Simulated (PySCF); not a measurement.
# H8N4Sn (Sn(NH2)4): the cost of one run

Programs: PySCF 2.14.0, with routines of our own; each step states its level. All values are computed. Atoms count from 0.

### Step 1. The starting structure

13 atoms, charge 0, multiplicity 1; geometry from: GFN2-xTB.

### Step 2. Optimising the geometry at PBE0-D3(BJ)/def2-SVP

The job: settings as JSON, then the geometry in Å.

```
{"job": {"xc": "PBE0", "basis": "def2-SVP", "d3": "d3bj", "grid": 1, "maxiter": 30, "shake": 0.03, "kind": "geom"}, "charge": 0, "multiplicity": 1}
Sn     0.060800    -0.075970     0.013060
N      0.015490     0.302300     2.000470
H      0.643030    -0.292210     2.443070
H     -0.763910     0.116640     2.422060
N      1.920530    -0.405720    -0.538560
H      2.562910     0.219870    -0.004710
H      2.130630    -0.208260    -1.487710
N     -0.685310     1.631250    -1.008050
H     -0.488700     2.497530    -0.472320
H     -1.751740     1.594600    -0.999730
N     -1.257460    -1.545570    -0.473590
H     -1.498860    -1.483230    -1.450240
H     -0.856780    -2.403320    -0.421560
```

Command:

```console
$ OMP_NUM_THREADS=1 python heavy_run.py task.json out
```

This one command runs all jobs of the session in turn.

**Question.** How long does this first job take on 1 thread of AMD EPYC 7B13, shared host, and how much memory does it need?

About 93 s, with a peak of 0.47 GiB.
